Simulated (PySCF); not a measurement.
# How the numerical set-up moves the result for KBe

Which parts of the numerical set-up matter for KBe? Each run edits the base script.

Computed with PySCF 2.14.0. Level: each script names its method and basis.

2 further runs of the same task are left out: 2 that didn't finish.

## Step 1: The system as given

KBe: 2 atoms, charge 0, spin multiplicity 2.

No contacts short enough for the rule that draws bonds.

## Step 2: The base run

File input.py:

```python
from pyscf import gto, dft

mol = gto.M(
    atom='K 0 0 0; Be 0 0 3.341',
    basis='def2-tzvp',
    charge=0,
    spin=1,
    verbose=3,
)
mf = dft.UKS(mol, xc='m06')
mf = mf.density_fit(auxbasis='def2-universal-jkfit')
mf.kernel()
mf.dip_moment()
print('orbital energies (hartree):', [e[max(0, n-3):n+3].round(4) for e, n in zip(mf.mo_energy, mol.nelec)])
```

On the command line:

```
$ OMP_NUM_THREADS=1 python input.py
```

Its log is not repeated here.

Base result: E(SCF) = -614.550170 Eh, ⟨S²⟩ = 0.757, μ = 3.50 D.

The bond length is a typed value, not an optimised one.

## Step 3: 6-31+g*

Run 1 changes basis set: def2-tzvp → 6-31+g*.

File input.py:

```python
from pyscf import gto, dft

mol = gto.M(
    atom='K 0 0 0; Be 0 0 3.341',
    basis='6-31+g*',
    charge=0,
    spin=1,
    verbose=3,
)
mf = dft.UKS(mol, xc='m06')
mf = mf.density_fit(auxbasis='def2-universal-jkfit')
mf.kernel()
mf.dip_moment()
print('orbital energies (hartree):', [e[max(0, n-3):n+3].round(4) for e, n in zip(mf.mo_energy, mol.nelec)])
```

On the command line:

```
$ OMP_NUM_THREADS=1 python input.py
```

## Step 4: Integration grid (20, 50)

Run 2 changes integration grid: default → (20, 50).

Changes to input.py since step 2:

```diff
@@ -11,2 +11,3 @@
 mf = mf.density_fit(auxbasis='def2-universal-jkfit')
+mf.grids.atom_grid = (20, 50)
 mf.kernel()
```

## Step 5: X2c-tzvpall (X2C on)

Run 3 changes basis set: def2-tzvp → x2c-tzvpall; spin-free X2C: off → on.

Changes to input.py since step 2:

```diff
@@ -4,3 +4,3 @@
     atom='K 0 0 0; Be 0 0 3.341',
-    basis='def2-tzvp',
+    basis='x2c-tzvpall',
     charge=0,
@@ -10,2 +10,3 @@
 mf = dft.UKS(mol, xc='m06')
+mf = mf.sfx2c1e()
 mf = mf.density_fit(auxbasis='def2-universal-jkfit')
```

What does the calculation give? Wanted: for each run, E(SCF); from base; gap, α spin; SCF dipole.

As calculated:

```tsv
run	E(SCF) (hartree)	from base (eV)	gap, α spin (eV)	SCF dipole (D)	functions
base	-614.550170	0	1.66	3.50	52
6-31+g*	-614.514172	+0.9795	1.51	3.34	44
integration grid (20, 50) (poor choice)	-614.392811	+4.2820	1.63	3.95	52
x2c-tzvpall (X2C on)	-616.864854	not comparable	1.69	3.43	52
```

Of the runs whose energies can be compared, “integration grid (20, 50)” moves the SCF energy most (+4.282 eV). 6-31+g* (44 functions) gives an energy 0.98 eV higher than def2-tzvp (52). Rows marked «poor choice» come from settings spoiled on purpose.
